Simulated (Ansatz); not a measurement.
# HfO2: how the settings move a single-point run

Question: which choices in the input matter for HfO2?

Method: reference: DFT, PBE, PAW with Ansatz's default frozen-core files, fully relativistic files with spin-orbit coupling, in Ansatz 0.2.0.

## 1. Starting point

The structure is cubic, space group Fm-3m (No. 225). The conventional cell has a = 5.098 Å, b = 5.098 Å, c = 5.098 Å, α = 90.00°, β = 90.00°, γ = 90.00°. Hf (site symmetry m-3m) has 8 O at 2.21 Å as nearest neighbours. Around O (site symmetry -43m) lie 4 Hf at 2.21 Å.

Structure file:

```cif
data_structure
_symmetry_space_group_name_H-M 'Fm-3m'
_symmetry_Int_Tables_number 225
_cell_length_a 5.0976
_cell_length_b 5.0976
_cell_length_c 5.0976
_cell_angle_alpha 90.000
_cell_angle_beta 90.000
_cell_angle_gamma 90.000
_cell_volume 132.47
loop_
_atom_site_label
_atom_site_type_symbol
_atom_site_symmetry_multiplicity
_atom_site_Wyckoff_symbol
_atom_site_fract_x
_atom_site_fract_y
_atom_site_fract_z
_atom_site_occupancy
Hf1 Hf 4 a 0.00000 0.00000 0.00000 1
O1 O 8 c 0.25000 0.75000 0.75000 1
```

## 2. Reference

input.yaml reads:

```yaml
crystal:
  lattice:
    - [0.0, 2.5488082158, 2.5488082158]
    - [2.5488082158, 0.0, 2.5488082158]
    - [2.5488082158, 2.5488082158, 0.0]
  atoms:
    - { symbol: Hf, position: [0.0, 0.0, 0.0] }
    - { symbol: O, position: [0.25, 0.25, 0.25] }
    - { symbol: O, position: [0.75, 0.75, 0.75] }
kpoints:
  mp_grid: { grid: [9, 9, 9] }
  band_path:
    path:
      - [0.0, 0.0, 0.0]
      - [0.5, 0.0, 0.5]
      - [0.625, 0.25, 0.625]
      - [0.375, 0.375, 0.75]
      - [0.0, 0.0, 0.0]
      - [0.5, 0.5, 0.5]
      - [0.5, 0.25, 0.75]
      - [0.5, 0.0, 0.5]
    npoints: 8
scf:
  occupations: { method: fermi_dirac, width: 0.02 }
hamiltonian:
  xc: pbe
  pseudopotentials: { kind: paw_fr }
output:
  forces: true
  stress: true
  eigenvalues: true
  write_density: true
  write_potential: true
  elf: true
  volumetric_format: npy
magnetization:
  noncollinear: true
  spin_orbit: true
```

Started as:

```console
ansatz run input.yaml --threads 1 --pin off --max-ram 3072MiB --backend cpu --events-out ev --progress --plain --runs-dir out
```

## 3. Variant: chi_scale 0.0, n_extra_bands 16, ecutrho_ratio 9

input.yaml, as its differences from that of step 2:

```diff
@@ -24,2 +24,4 @@
   occupations: { method: fermi_dirac, width: 0.02 }
+  initial_density: { chi_scale: 0.0 }
+  n_extra_bands: 16
 hamiltonian:
@@ -31,6 +33,2 @@
   eigenvalues: true
-  write_density: true
-  write_potential: true
-  elf: true
-  volumetric_format: npy
 magnetization:
@@ -38 +36,3 @@
   spin_orbit: true
+basis:
+  ecutrho_ratio: 9
```

What does the calculation give? Wanted: for each run, ending; energy change; pressure; gap; force.

The runs gave:

```
                                                run     ending  energy change  pressure (GPa)  gap (eV)  force (eV/Å)  cycles  time
                                          reference  converged              0            -0.2      3.86          0.00       8  23 s
1: chi_scale 0.0, n_extra_bands 16, ecutrho_ratio 9  converged   0.0 meV/atom            -0.2      3.86          0.00       8  25 s
```

Times don't compare one to one where runs were asked for different outputs or read a saved state (see the inputs); cycles may leave out searches for a lower state.

Residual by cycle in the longest SCF loop of each run; runs are numbered as in the table. The quantity is the density residual dr2, in eV.

```
cycle  reference    run 1
    1       1.61     14.1
    2      0.441    0.502
    3     0.0898    0.164
    4     0.0064  0.00502
    5     6.2e-4   1.3e-4
    6     2.5e-6   3.0e-5
    7     1.6e-7   5.0e-7
    8     1.5e-9   1.0e-8
```

What this shows: Changing the start, band count and numerical grids hardly moves the energy: 0.0 meV/atom.

The gaps are Kohn-Sham values of a semilocal functional, not quasiparticle or optical gaps. Such gaps usually fall short of the measured ones.
